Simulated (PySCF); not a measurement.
# Solver options tried on SiI⁺

Do solver options change the result for SiI⁺, or only the number of cycles?

Program: PySCF 2.14.0. Level of theory: each script names its method and basis. These are calculated values, not measurements.

5 further runs of the same task are left out: 5 that didn't finish.

### Step 1. The starting structure

SiI⁺: 2 atoms, charge 1, spin multiplicity 1.

Bond lengths: Si1–I2 2.272 Å.

### Step 2. The run that the others are compared with

input.py reads:

```python
from pyscf import gto, scf, mcscf, mrpt

mol = gto.M(
    atom='Si 0 0 0; I 0 0 2.272',
    basis='3-21g',
    charge=1,
    spin=0,
    verbose=4,
)
mf = scf.RHF(mol)
mf.kernel()
mc = mcscf.CASSCF(mf, 2, 2)
mc.kernel()
mc.analyze()
mrpt.NEVPT(mc).kernel()
mf.dip_moment()
print('orbital energies (hartree):', mf.mo_energy[..., max(0, mol.nelec[1]-3):mol.nelec[0]+3].round(4))
```

Launch:

```sh
$ OMP_NUM_THREADS=1 python input.py
```

Its log is not repeated here.

Base result: E(SCF) = -7174.404043 Eh, 8 cycles, E(CAS) − E(SCF) = -0.01187 Eh, NEVPT2 = -0.07078 Eh.

No relativity is included for the heavy element. The bond length is a typed value, not an optimised one. The dipole of an ion depends on the origin.

### Step 3. Initial guess mod_huckel

Run 1 changes initial guess: minao → mod_huckel.

input.py reads:

```python
from pyscf import gto, scf, mcscf, mrpt

mol = gto.M(
    atom='Si 0 0 0; I 0 0 2.272',
    basis='3-21g',
    charge=1,
    spin=0,
    verbose=4,
)
mf = scf.RHF(mol)
mf.init_guess = 'mod_huckel'
mf.kernel()
mc = mcscf.CASSCF(mf, 2, 2)
mc.kernel()
mc.analyze()
mrpt.NEVPT(mc).kernel()
mf.dip_moment()
print('orbital energies (hartree):', mf.mo_energy[..., max(0, mol.nelec[1]-3):mol.nelec[0]+3].round(4))
```

Launch:

```sh
$ OMP_NUM_THREADS=1 python input.py
```

### Step 4. Second-order solver on

Run 2 changes second-order solver: off → on.

Edit input.py of step 2 so:

```diff
@@ -10,2 +10,3 @@
 mf = scf.RHF(mol)
+mf = mf.newton()
 mf.kernel()
```

**Question.** What will these runs give? Wanted: for each run, E(SCF); from base; gap; after the SCF.

**Answer**, as computed:

| run | E(SCF) (hartree) | from base (eV) | cycles | gap (eV) | after the SCF |
| --- | --- | --- | --- | --- | --- |
| base | -7174.404043 | 0 | 8 | 10.32 | NEVPT2 correlation -2.249 eV (from the SCF energy, the CASSCF gain included) |
| initial guess mod_huckel | -7174.404043 | 0.0000 | 8 | 10.32 | NEVPT2 correlation -2.249 eV (from the SCF energy, the CASSCF gain included) |
| second-order solver on | -7174.404043 | 0.0000 | 4 macro | 10.32 | NEVPT2 correlation -2.249 eV (from the SCF energy, the CASSCF gain included) |

Distance from each run's final energy (log10 hartree) by cycle:

| run | cycle 1 | cycle 2 | cycle 3 | cycle 5 | cycle 8 | cycle 12 |
| --- | --- | --- | --- | --- | --- | --- |
| base | -1.2 | -1.7 | -3.5 | -5.1 | -11.0 | done |
| initial guess mod_huckel | -1.5 | -2.0 | -4.3 | -6.1 | < -11 | done |
| second-order solver on | -2.5 | -6.6 | < -11 | done | done | done |

**Reading.** No change of the SCF energy comes from initial guess mod_huckel or second-order solver on.
